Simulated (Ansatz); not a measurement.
**C₃H₈BGaO: ionisation energy by level of theory**

One table from this session's results is given with a row withheld; the runs are named, their logs left out.

Program: Ansatz 0.2.0, Gaussian basis. Level of theory: unrestricted cation, the program's frozen cores in correlated methods. These are calculated values, not measurements.

Plan: UKS PBE-D4/def2-TZVPP; UKS r2SCAN-D4/def2-TZVPP; UKS PBE0-D4/def2-TZVPP; UKS B3LYP-D4/def2-TZVPP; UKS wB97X-V/def2-TZVPP; UKS wB97M-V/def2-TZVPP; UKS B2PLYP/def2-TZVPP; UHF-CCSD(T)/def2-TZVPP; UHF-MP2/def2-QZVPP; extrapolation to the limit; then −ε(HOMO) from the neutral's earlier runs with LDA (SPW92), PBE-D4, revPBE-D4, BLYP-D4, r2SCAN-D4, B97M-V, PBE0-D4, B3LYP-D4, r2SCANh-D4, r2SCAN0-D4, HSE06-D4, BHLYP-D4, CAM-B3LYP-D4, LC-ωPBE, ωB97X-V, ωB97M-V.

### The geometry

All runs share one geometry, relaxed beforehand with PBE0-D4 in a triple-zeta def2 set.

14 atoms, charge 0, spin multiplicity 1.

Atoms are counted from 1 here; the program's logs count them from 0.

Bond lengths: C1–C2 1.524 Å, C1–H7 1.093 Å, C1–H8 1.093 Å, C1–H9 1.093 Å, C2–B3 1.615 Å, C2–H10 1.095 Å, C2–H11 1.095 Å, B3–Ga4 2.126 Å, B3–C5 1.482 Å, B3–H14 1.221 Å, Ga4–H12 1.575 Å, Ga4–H13 1.577 Å, C5–O6 1.140 Å. Angles: C2–C1–H7 111.5°, C2–C1–H8 111.1°, C2–C1–H9 111.6°, H7–C1–H8 107.6°, H7–C1–H9 107.6°, H8–C1–H9 107.3°, C1–C2–B3 112.5°, C1–C2–H10 109.0°, C1–C2–H11 109.4°, B3–C2–H10 109.0°, B3–C2–H11 110.9°, H10–C2–H11 105.8°, C2–B3–Ga4 119.6°, C2–B3–C5 118.4°, C2–B3–H14 118.8°, Ga4–B3–C5 97.2°, Ga4–B3–H14 93.5°, C5–B3–H14 104.6° and more.

Set-up of the first run:

File in.yaml:

```yaml
crystal:
  periodic: [false, false, false]
  atoms:
    - {symbol: C, position_ang: [-1.333367, 0.045028, -1.347512]}
    - {symbol: C, position_ang: [-0.600314, 0.950942, -0.365889]}
    - {symbol: B, position_ang: [0.767219, 0.288731, 0.181493]}
    - {symbol: Ga, position_ang: [0.702749, -1.593671, 1.167894]}
    - {symbol: C, position_ang: [1.538079, 1.015667, 1.218380]}
    - {symbol: O, position_ang: [2.123287, 1.518187, 2.057713]}
    - {symbol: H, position_ang: [-2.239821, 0.521111, -1.730873]}
    - {symbol: H, position_ang: [-0.700163, -0.199315, -2.204793]}
    - {symbol: H, position_ang: [-1.627329, -0.899055, -0.881980]}
    - {symbol: H, position_ang: [-0.364591, 1.898317, -0.862384]}
    - {symbol: H, position_ang: [-1.268876, 1.206192, 0.462699]}
    - {symbol: H, position_ang: [-0.479444, -2.579741, 0.834742]}
    - {symbol: H, position_ang: [1.875223, -2.093678, 2.095963]}
    - {symbol: H, position_ang: [1.607337, -0.078712, -0.625453]}
basis:
  gaussian: {orbitals: def2-TZVPP}
total_charge: 1
magnetization: {spin_polarized: true, initial_magnetization: 1}
hamiltonian: {xc: pbe, dispersion: d4}
```

Command:

```bash
$ ansatz run in.yaml --threads 2 --pin off --events-out ev --progress --plain --max-ram 32768MiB --backend cuda --devices 0, --max-vram 18GiB
```

Among the steps run: Cation, UKS PBE-D4/def2-TZVPP; Cation, UKS r2SCAN-D4/def2-TZVPP; Cation, UKS PBE0-D4/def2-TZVPP; Cation, UKS B3LYP-D4/def2-TZVPP; Cation, UKS wB97X-V/def2-TZVPP; Cation, UKS wB97M-V/def2-TZVPP; Cation, UKS B2PLYP (frozen core)/def2-TZVPP; Cation, UHF-CCSD(T)/def2-TZVPP; Cation, UHF-MP2/def2-QZVPP.

One of the session's tables, all rows but one given; the rest of the session is left out.

Orbital estimates, from the neutral's runs:

| functional | −ε(HOMO) (eV) |
| --- | --- |
| LDA (SPW92) | 6.11 |
| PBE-D4 | 5.97 |
| revPBE-D4 | 5.90 |
| BLYP-D4 | 5.84 |
| r2SCAN-D4 | 6.17 |
| B97M-V | 6.23 |
| PBE0-D4 | 6.97 |
| B3LYP-D4 | 6.80 |
| r2SCANh-D4 | ? |
| r2SCAN0-D4 | 7.12 |
| HSE06-D4 | 6.59 |
| BHLYP-D4 | 7.88 |
| CAM-B3LYP-D4 | 8.18 |
| LC-ωPBE | 9.39 |
| ωB97X-V | 9.09 |
| ωB97M-V | 8.96 |

Q: Estimate the row for r2SCANh-D4 from the others.

Worked estimate for «−ε(HOMO) (eV)». Against the share of exact exchange, r2SCAN-D4 (0, 6.17), r2SCAN0-D4 (0.25, 7.12) give a slope of 3.80 per unit share; at 0.1 the line stands at 6.55.

**Answer.** −ε(HOMO) (eV): 6.55. In «−ε(HOMO) (eV)» the line misses by 0.00.
